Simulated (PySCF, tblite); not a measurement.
**CH₅AlO₂, a small molecule taken as a stand-in for a surface group (aluminium hydroxide): NMR shifts, core binding energies and electronic excitations**

What NMR shifts, core binding energies and electronic excitations should one expect for `[CH3][Al]([OH])[OH]`?

Computed with tblite 0.8.0 and PySCF 2.14.0; each step states its level. No surroundings beyond the atoms listed, unless a continuum is named. Atoms count from 0, parts from 1.

## (1) Starting point

9 atoms, charge 0, multiplicity 1; geometry: distance geometry start.

## (2) Relaxing the cluster with GFN2-xTB

Job settings and geometry (Å):

```
{"job": {"kind": "relax", "xc": "GFN2-xTB", "basis": "xTB"}, "charge": 0, "multiplicity": 1}
O     -1.064632    -0.870391     1.143651
Al    -1.203854    -0.280582    -0.651759
O     -1.304935    -1.626994    -1.926185
C     -2.326343     1.281520    -0.935254
H     -0.993002    -1.788851     1.419089
H     -1.012613    -2.528497    -1.834640
H     -2.913620     1.115246    -1.774368
H     -1.720824     2.097927    -1.070056
H     -2.924275     1.418923    -0.113993
```

With the program's defaults for keys left out, this is: GFN2-xTB geometry optimisation, gas phase.

Run with:

```sh
$ OMP_NUM_THREADS=1 python cluster_run.py task.json out
```

The driver reads the jobs from task.json and runs them one after another.

**Question.** The jobs that follow are: PBE0-D3(BJ)/def2-SVP geometry optimisation, gas phase; GIAO PBE0/pcSseg-2 NMR shielding, non-relativistic, gas phase; delta-SCF UKS SCAN, pcX-2 on the ionised atom, pcseg-1 elsewhere, spin-free X2C; TDDFT CAM-B3LYP/def2-SVPD, vertical, gas phase, core orbitals frozen in the response. Predict: point group; rotational constants (main isotopes); 13C shifts against TMS (PBE0/pcSseg-2); 1H shifts against TMS (PBE0/pcSseg-2); 17O shifts against H2O (PBE0/pcSseg-2); 27Al shifts against AlH4- (PBE0/pcSseg-2); O1s binding energies, SCAN/pcX-2; Al2p binding energies, SCAN/pcX-2; C1s binding energies, SCAN/pcX-2; lowest singlet (CAM-B3LYP/def2-SVPD); brightest single state of those computed; lowest triplet; vertical ionisation energy (ΔSCF).

**Answer**, as computed:

| quantity | value |
| --- | --- |
| point group | C1 |
| rotational constants (main isotopes) | 6.32, 5.57, 3.02 GHz |
| 13C shifts against TMS (PBE0/pcSseg-2) | -21.3 ppm |
| 1H shifts against TMS (PBE0/pcSseg-2) | 1.11, 1.11, -0.36, -0.50, -0.57 ppm |
| 17O shifts against H2O (PBE0/pcSseg-2) | 37.2, 36.3 ppm |
| 27Al shifts against AlH4- (PBE0/pcSseg-2) | 62.9 ppm |
| O1s binding energies, SCAN/pcX-2 | O0 537.92, O2 537.91 eV |
| Al2p binding energies, SCAN/pcX-2 | Al1 80.53 eV |
| C1s binding energies, SCAN/pcX-2 | C3 289.90 eV |
| lowest singlet (CAM-B3LYP/def2-SVPD) | 7.16 eV (173 nm), f = 0.000 |
| brightest single state of those computed | state 3, 7.38 eV, f = 0.144 |
| lowest triplet | 6.79 eV |
| vertical ionisation energy (ΔSCF) | 11.25 eV |

In words: Over 14 steps the energy fell by 0.298 eV; of the close pairs, Al1–O2 changed most, 1.648 to 1.704 Å (PBE0/def2-SVP). No frequency check was run at this level, so the end point may be a saddle. At PBE0/pcSseg-2: Shielding is most anisotropic at Al1 (span 149 ppm, paramagnetic term -371 ppm). The O1s levels computed lie within 0.00 eV of one another, too close to rank. The lowest singlet, at 7.16 eV, is HOMO−1→LUMO 0.89 and is dark; of the 6 states computed, the strongest absorption comes from state 3 at 7.38 eV. The lowest triplet lies 0.37 eV below the lowest singlet (triplets in Tamm-Dancoff, singlets in full TDDFT). ΔSCF puts the ionisation energy at 11.25 eV, 1.12 eV above −ε(HOMO).
